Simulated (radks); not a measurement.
# Ar³⁺ in [Ne] 3s2 3p3: an all-electron calculation

Wanted: eigenvalues, radial structure and energy terms of the argon ion Ar3+.

Program: radks (a radial shooting solver on a logarithmic mesh, Libxc functionals) version 1. Level of theory: scalar-relativistic Kohn-Sham, exchange-only PBE, spin-unpolarised, spherical densities, finite nucleus. These are calculated values, not measurements, unless marked.

## 1. The atom as given

| Item | Value |
| --- | --- |
| element | argon (Z = 18) |
| charge | +3 |
| electrons | 15 |
| configuration | [Ne] 3s2 3p3 |
| nuclear rms radius | 3.4274 fm |

The outer shells:

Ar³⁺
```
[Ne] core
3s [↑↓]
3p [↑ ][↑ ][↑ ]
```

## 2. Self-consistent calculation

The run's settings:

```text
Z 18
configuration [Ne] 3s2 3p3 4s0 3d0 4p0 4f0
relativity scalar-relativistic
functional pbe,
spin unpolarised
nucleus finite rms 3.4274 fm
c 137.035999084
```

Q: Predict the outcome of this run.

The runs gave:

| quantity | value |
| --- | --- |
| total energy | -525.43892 hartree |
| exchange-correlation share of it | 5.48 % |
| −T/E | 1.0064 |
| highest occupied level | 3p, -48.775 eV |
| most extended occupied level | 3p, <r> = 1.40 bohr |
| radius at density 0.001 e/bohr³ | 3.00 bohr |
| maxima of the radial density | 3 |
| ionisation energy, NIST | 59.6 (semi-emp.) eV |

**Reading.** 3 principal shells are occupied and 3 maxima appear in the radial density. Relativity lifts −T/E to 1.006. The top level binds by 48.775 eV, 82 % of the NIST ionisation energy of 59.6 eV; the potential of a semilocal functional falls off too fast, so its top eigenvalue is too shallow. Spin polarisation and multiplet splitting are left out.
